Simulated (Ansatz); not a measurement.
# La2LuN3: the cost of one run

Computed with Ansatz 0.2.0 (DFT PBE, scalar-relativistic, plane waves, PAW, unless a step's input says otherwise).

1 further run of the same task is left out (set aside as unsound or not needed). Runs told in other sessions of the task aren't counted.

**1. Starting point**

The structure is trigonal, space group P-3m1 (No. 164). Conventional cell: a = 3.619 Å, b = 3.619 Å, c = 8.938 Å, α = 90.00°, β = 90.00°, γ = 120.00°. La (site symmetry 3m) has 6 N at 2.61 to 2.62 Å in its first shell of neighbours. Around Lu (site symmetry -3m) lie 6 N at 2.48 Å. N (site symmetry -3m) has 6 La at 2.62 Å in its first shell of neighbours. N (site symmetry 3m) has 3 Lu at 2.48 Å and 3 La at 2.61 Å in its first shell of neighbours.

Structure file:

```cif
data_structure
_symmetry_space_group_name_H-M 'P-3m1'
_symmetry_Int_Tables_number 164
_cell_length_a 3.6185
_cell_length_b 3.6185
_cell_length_c 8.9379
_cell_angle_alpha 90.000
_cell_angle_beta 90.000
_cell_angle_gamma 120.000
_cell_volume 101.35
loop_
_atom_site_label
_atom_site_type_symbol
_atom_site_symmetry_multiplicity
_atom_site_Wyckoff_symbol
_atom_site_fract_x
_atom_site_fract_y
_atom_site_fract_z
_atom_site_occupancy
La1 La 2 d 0.33333 0.66667 0.67607 1
Lu1 Lu 1 a 0.00000 0.00000 0.00000 1
N1 N 1 b 0.00000 0.00000 0.50000 1
N2 N 2 d 0.33333 0.66667 0.14900 1
```

The start is the relaxed end of an invented cell (made as: species swapped into a database cell of Na3BrCl2 (P-3m1, No. 164)), taken up again for a closer look.

**2. Probe: one point on a coarse mesh**

The input, input.yaml:

```yaml
crystal:
  lattice:
    - [3.6185177, 0.0, 0.0]
    - [-1.8092589, 3.1337283, 0.0]
    - [0.0, 0.0, 8.9379348]
  atoms:
    - { symbol: La, position: [0.3333333, 0.6666667, 0.676074] }
    - { symbol: La, position: [0.6666667, 0.3333333, 0.323926] }
    - { symbol: Lu, position: [0.0, 0.0, 0.0] }
    - { symbol: "N", position: [0.0, 0.0, 0.5] }
    - { symbol: "N", position: [0.3333333, 0.6666667, 0.148996] }
    - { symbol: "N", position: [0.6666667, 0.3333333, 0.851004] }
basis:
  ecutwfc: 420
kpoints:
  mp_grid: { grid: [6, 6, 2] }
hamiltonian:
  xc: pbe
scf:
  occupations: { method: gaussian, width: 0.1 }
  lower_state_search: "off"
output:
  forces: true
  stress: true
  eigenvalues: true
```

Started as:

```console
ansatz run input.yaml --threads 4 --pin off --max-ram 8192MiB --backend cpu --events-out ev --progress --plain --runs-dir out
```

Q: Estimate wall time and peak memory on 4 threads of Arm Neoverse V1, shared host.

About 2.3 s, with a peak of 0.46 GiB.
